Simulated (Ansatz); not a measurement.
# ClGaH2: a saddle search, and a look at its input

Aim: a saddle search from the structure below. Read the input with care, then see what the program makes of it. The step meant is a 1,1-elimination at charge 0 and multiplicity 1, which changes Cl2–H3, Ga1–Cl2, Ga1–H3.

Program: Ansatz 0.2.0, Gaussian basis. Level of theory: PBE0-D4/def2-SVP. These are calculated values, not measurements.

### Step 1. The structure

```
Ga   -0.6248    0.8616   -0.2152
Cl    1.4253   -0.7019    0.2552
H     0.6213   -0.3359   -1.2567
H    -1.4218    0.1762    1.2168
```

### Step 2. The run

Input file run/in.yaml:

```yaml
crystal:
  periodic: [false, false, false]
  atoms:
    - {symbol: Ga, position_ang: [-0.624800, 0.861600, -0.215200]}
    - {symbol: Cl, position_ang: [1.425300, -0.701900, 0.255200]}
    - {symbol: H, position_ang: [0.621300, -0.335900, -1.256700]}
    - {symbol: H, position_ang: [-1.421800, 0.176200, 1.216800]}
basis:
  gaussian: {orbitals: def2-SVP}
total_charge: 1
hamiltonian: {xc: pbe0, dispersion: d4}
saddle:
  max_steps: 30
  mode_guess:
    - [-0.4552, 0.2945, -0.1810]
    - [-0.0095, 0.1005, -0.3745]
    - [0.4406, -0.3506, 0.4341]
    - [0.0241, -0.0444, 0.1214]
```

Run with:

```bash
ansatz run in.yaml --threads 2 --pin off --events-out ev --progress --plain --max-ram 4352MiB
```

**Question.** What will these runs give? Wanted: outcome.

**Answer**, as computed:

| quantity | value |
| --- | --- |
| outcome | converged |
| fault | wrong charge |
| steps taken | 8 |

The run ended normally, yet its numbers don't answer the question that was meant. The run held 25 alpha and 24 beta electrons. The charge typed is one more than that of the intended reaction, so any result belongs to that ion. The cure: type the charge of the intended reaction.
